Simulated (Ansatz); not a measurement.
# ZnCd2Te2: the cost of one run

Program: Ansatz 0.2.0. Level of theory: DFT PBE, scalar-relativistic, plane waves, PAW. These are calculated values, not measurements.

The COD entry's cell or inner coordinates are ideal or old and differ from later refinements, so a difference from it is no clean test against experiment.

11 further runs of the same task are left out: 1 that didn't finish, 10 set aside as unsound or not needed. Runs told in other sessions of the task aren't counted.

## Step 1: The structure to begin with

The structure is triclinic, space group P1 (No. 1). Conventional cell: a = 4.679 Å, b = 4.679 Å, c = 20.081 Å, α = 90.00°, β = 90.00°, γ = 120.00°. Te (site symmetry 1) has 3 Cd at 2.87 Å in its first shell of neighbours. Cd (site symmetry 1) has 4 Te at 2.87 to 3.15 Å in its first shell of neighbours. Te (site symmetry 1) has 4 Cd at 2.74 to 3.15 Å in its first shell of neighbours. Cd (site symmetry 1) has 3 Te at 2.74 Å and 1 Zn at 2.91 Å in its first shell of neighbours. Zn (site symmetry 1) is surrounded by 1 Cd at 2.91 Å.

Structure file:

```cif
data_structure
_symmetry_space_group_name_H-M 'P 1'
_symmetry_Int_Tables_number 1
_cell_length_a 4.6795
_cell_length_b 4.6795
_cell_length_c 20.0807
_cell_angle_alpha 90.000
_cell_angle_beta 90.000
_cell_angle_gamma 120.000
_cell_volume 380.80
loop_
_atom_site_label
_atom_site_type_symbol
_atom_site_fract_x
_atom_site_fract_y
_atom_site_fract_z
_atom_site_occupancy
Te1 Te 0.00000 0.00000 0.19920 1
Cd1 Cd 0.33333 0.66667 0.24676 1
Te2 Te 0.33333 0.66667 0.40371 1
Cd2 Cd 0.66667 0.33333 0.42731 1
Zn1 Zn 0.66667 0.55556 0.56252 1
```

This is the geometry of the first run shown, built on a cell relaxed beforehand with the same method.

## Step 2: The scan

Atoms count from 1 in the order of the input.

Zn is moved over the surface cell; relaxed at each place: the height of the adsorbate's atoms; substrate rigid; the origin of the map has the adsorbate above Cd4.

- position of Zn5 along the first surface vector, from above Cd4: 9 values from 0.000 to 0.889, periodic
- position of Zn5 along the second surface vector, from above Cd4: 9 values from 0.000 to 0.889, periodic

Relaxed at each point: the height of the adsorbate's atoms; substrate rigid. Points are written as (first, second).

The two vectors of the plane (Å): (4.679, 0.000, 0.000); (-2.340, 4.053, 0.000).

## Step 3: Point (0/9, 2/9) of the map's two axes

Contents of input.yaml:

```yaml
crystal:
  lattice:
    - [4.6794578624, 0.0, 0.0]
    - [-2.3397289312, 4.0525293848, 0.0]
    - [0.0, 0.0, 20.0807281007]
  atoms:
    - { symbol: Te, position: [0.0, 0.0, 0.1991959644] }
    - { symbol: Cd, position: [0.3333333333, 0.6666666667, 0.2467634795] }
    - { symbol: Te, position: [0.3333333333, 0.6666666667, 0.4037116092] }
    - { symbol: Cd, position: [0.6666666667, 0.3333333333, 0.4273116023] }
    - { symbol: Zn, position: [0.6666666667, 0.5555555556, 0.5625201585] }
basis:
  ecutwfc: 420
kpoints:
  mp_grid: { grid: [6, 6, 1] }
hamiltonian:
  xc: pbe
  pseudopotentials: { kind: paw, azcp: { folder: soft_1 } }
scf:
  occupations: { method: gaussian, width: 0.05 }
output:
  forces: true
  eigenvalues: true
relax:
  adjacent_minimum: "off"
  f_tol: 0.025
  max_steps: 16
  constraints: [{ sites: [0, 1, 2, 3] }, { sites: [4], fix: xy }]
efield:
  axis: 3
  dipole_correction: true
  ramp_width: 0.04
```

Started as:

```
$ ansatz run input.yaml --threads 1 --pin off --max-ram 3072MiB --backend cpu --events-out ev --progress --plain --runs-dir out
```

**Question.** How long does this run take on 1 thread of Arm Neoverse V2, shared host, and how much memory does it need?

About 2.2 min, with a peak of 0.67 GiB.
